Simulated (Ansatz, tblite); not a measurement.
**The cluster Te₃Pb₃+: rung by rung**

Aim: run the doublet of the cluster Te₃Pb₃+ at one geometry on many levels, and compare frontier levels, spin and run time.

The runs use Ansatz 0.2.0, Gaussian basis; as each input shows.

Levels to be run: GFN1-xTB, GFN2-xTB, PBE-D4/def2-TZVP, r2SCAN-D4/def2-TZVP, HSE06-D4/def2-TZVP, PBE-D4/def2-SVP, PBE0-D4/def2-SVP, MP2/def2-TZVP, RPA/def2-TZVP.

4 further runs of the same task are left out: 2 that didn't finish, 2 set aside as unsound or not needed.

### Step 1. The geometry

The geometry is that of the doublet, from an earlier relaxation (PBE-D4/def2-SVP). At that level it is the lowest of the isomers that a small search found.

6 atoms, charge 1, spin multiplicity 2.

Bond lengths: Pb1–Te4 3.127 Å, Pb1–Te5 3.117 Å, Pb1–Te6 2.995 Å, Pb2–Te4 2.992 Å, Pb2–Te5 2.931 Å, Pb3–Te4 3.130 Å, Pb3–Te5 3.123 Å, Pb3–Te6 2.991 Å. Angles: Te4–Pb1–Te5 85.0°, Te4–Pb1–Te6 73.1°, Te5–Pb1–Te6 97.9°, Te4–Pb2–Te5 90.8°, Te4–Pb3–Te5 84.9°, Te4–Pb3–Te6 73.1°, Te5–Pb3–Te6 97.9°, Pb1–Te4–Pb2 79.3°, Pb1–Te4–Pb3 73.9°, Pb2–Te4–Pb3 78.7°, Pb1–Te5–Pb2 80.4°, Pb1–Te5–Pb3 74.2°, Pb2–Te5–Pb3 79.7°, Pb1–Te6–Pb3 77.9°.

Pb, Te take a core potential in the def2 sets. No spin-orbit coupling is included. The ion is computed in the gas phase, without counter-ions or solvent.

PBE0-D4/def2-TZVP was run before; its log isn't repeated, and its numbers join the tables.

### Step 2. GFN1-xTB

Tight binding, by tblite at 300 K electronic temperature and without a spin-polarisation term:

```python
tblite.interface.Calculator('GFN1-xTB', numbers, positions, charge=1, uhf=1).singlepoint()
```

Energy -437.4072 eV; 0.018 s.

### Step 3. GFN2-xTB

Tight binding, by tblite at 300 K electronic temperature and without a spin-polarisation term:

```python
tblite.interface.Calculator('GFN2-xTB', numbers, positions, charge=1, uhf=1).singlepoint()
```

Energy -436.5287 eV; 0.022 s.

### Step 4. PBE-D4/def2-TZVP

start.molden holds the orbitals of an earlier run on this state, given as this run's starting guess.

The input, in.yaml:

```yaml
crystal:
  periodic: [false, false, false]
  atoms:
    - {symbol: Pb, position_ang: [-0.031284, -0.358337, -1.969352]}
    - {symbol: Pb, position_ang: [-1.638639, -1.813450, 1.279063]}
    - {symbol: Pb, position_ang: [0.482586, 1.439034, 1.296095]}
    - {symbol: Te, position_ang: [1.267050, -1.516281, 0.628907]}
    - {symbol: Te, position_ang: [-2.240230, 0.725886, -0.056270]}
    - {symbol: Te, position_ang: [2.160507, 1.523147, -1.178443]}
basis:
  gaussian: {orbitals: def2-TZVP, initial_orbitals: start.molden}
total_charge: 1
magnetization: {spin_polarized: true, initial_magnetization: 1}
hamiltonian: {xc: pbe, dispersion: d4}
scf: {omitted_lower_state_checks: [starts]}
output: {orbitals: {seedname: orbitals}}
```

On the command line:

```bash
$ ansatz run in.yaml --threads 4 --pin off --events-out ev --progress --plain --max-ram 6963MiB
```

Further steps of the session: r2SCAN-D4/def2-TZVP; HSE06-D4/def2-TZVP; PBE-D4/def2-SVP; PBE0-D4/def2-SVP; MP2/def2-TZVP; RPA/def2-TZVP.

Q: Predict the results of all the runs planned. Wanted: gap in def2-TZVP, named functionals, smallest and largest; correlation energy, MP2/def2-TZVP; ⟨S²⟩ in def2-TZVP, named functionals, smallest and largest; PBE0 total energy, smallest basis above largest.

**Answer**, as computed:

| quantity | value |
| --- | --- |
| gap in def2-TZVP, named functionals, smallest and largest | 0.68 eV (PBE-D4), 2.28 eV (PBE0-D4) |
| correlation energy, MP2/def2-TZVP | -69.97 eV |
| ⟨S²⟩ in def2-TZVP, named functionals, smallest and largest | 0.755, 0.761 |
| PBE0 total energy, smallest basis above largest | 1.25 eV (def2-SVP, def2-TZVP) |

In words: Over the named functionals in def2-TZVP the gap runs from 0.68 eV (PBE-D4) to 2.28 eV (PBE0-D4); exact exchange widens it. Over the named functionals in def2-TZVP spin contamination reaches 0.01 (r2SCAN-D4), which is small.
